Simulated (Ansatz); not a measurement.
# ZrTi3N4: the cost of one run

Method: DFT PBE, scalar-relativistic, plane waves, PAW, in Ansatz 0.2.0.

## Step 1: The system as given

It takes space group P4/mmm (No. 123, tetragonal). The conventional cell has a = 3.291 Å, b = 3.291 Å, c = 9.309 Å, α = 90.00°, β = 90.00°, γ = 90.00°. Zr (site symmetry 4/mmm) has 6 N at 2.33 Å as nearest neighbours. Ti (site symmetry 4/mmm) is surrounded by 6 N at 2.33 Å. Around Ti (site symmetry 4mm) lie 6 N at 2.33 Å. N (site symmetry 4mm) is surrounded by 5 Ti at 2.33 Å and 1 Zr at 2.33 Å. N (site symmetry 4/mmm) is surrounded by 6 Ti at 2.33 Å. N (site symmetry 4/mmm) has 2 Ti at 2.33 Å and 4 Zr at 2.33 Å as nearest neighbours.

As a file:

```cif
data_structure
_symmetry_space_group_name_H-M 'P4/mmm'
_symmetry_Int_Tables_number 123
_cell_length_a 3.2913
_cell_length_b 3.2913
_cell_length_c 9.3093
_cell_angle_alpha 90.000
_cell_angle_beta 90.000
_cell_angle_gamma 90.000
_cell_volume 100.85
loop_
_atom_site_label
_atom_site_type_symbol
_atom_site_symmetry_multiplicity
_atom_site_Wyckoff_symbol
_atom_site_fract_x
_atom_site_fract_y
_atom_site_fract_z
_atom_site_occupancy
Zr1 Zr 1 a 0.00000 0.00000 0.00000 1
Ti1 Ti 1 b 0.00000 0.00000 0.50000 1
Ti2 Ti 2 h 0.50000 0.50000 0.25000 1
N1 N 2 g 0.00000 0.00000 0.75000 1
N2 N 1 d 0.50000 0.50000 0.50000 1
N3 N 1 c 0.50000 0.50000 0.00000 1
```

The start is an ordering of an alloy on its end members' structure types: elements ordered on the sites of the ZrN type, Ti/Zr on Zr (P4/mmm, No. 123).

## Step 2: A first look at the guess

Input file input.yaml:

```yaml
crystal:
  lattice:
    - [3.29133884, 0.0, 0.0]
    - [0.0, 3.29133884, 0.0]
    - [0.0, 0.0, 9.30931205]
  atoms:
    - { symbol: Zr, position: [0.0, 0.0, 0.0] }
    - { symbol: Ti, position: [0.0, 0.0, 0.5], spin: 1.0 }
    - { symbol: Ti, position: [0.5, 0.5, 0.25], spin: 1.0 }
    - { symbol: Ti, position: [0.5, 0.5, 0.75], spin: 1.0 }
    - { symbol: "N", position: [0.0, 0.0, 0.75] }
    - { symbol: "N", position: [0.5, 0.5, 0.5] }
    - { symbol: "N", position: [0.0, 0.0, 0.25] }
    - { symbol: "N", position: [0.5, 0.5, 0.0] }
basis:
  ecutwfc: 420
kpoints:
  mp_grid: { grid: [6, 6, 2] }
hamiltonian:
  xc: pbe
scf:
  occupations: { method: gaussian, width: 0.1 }
  lower_state_search: "off"
output:
  forces: true
  stress: true
  eigenvalues: true
  populations: true
magnetization:
  spin_polarized: true
```

On the command line:

```sh
> ansatz run input.yaml --threads 1 --pin off --max-ram 2560MiB --backend cpu --events-out ev --progress --plain --runs-dir out
```

Q: Estimate wall time and peak memory on 1 thread of AMD EPYC 9R45 (Zen 5), shared host.

About 10 s, with a peak of 0.5 GiB.
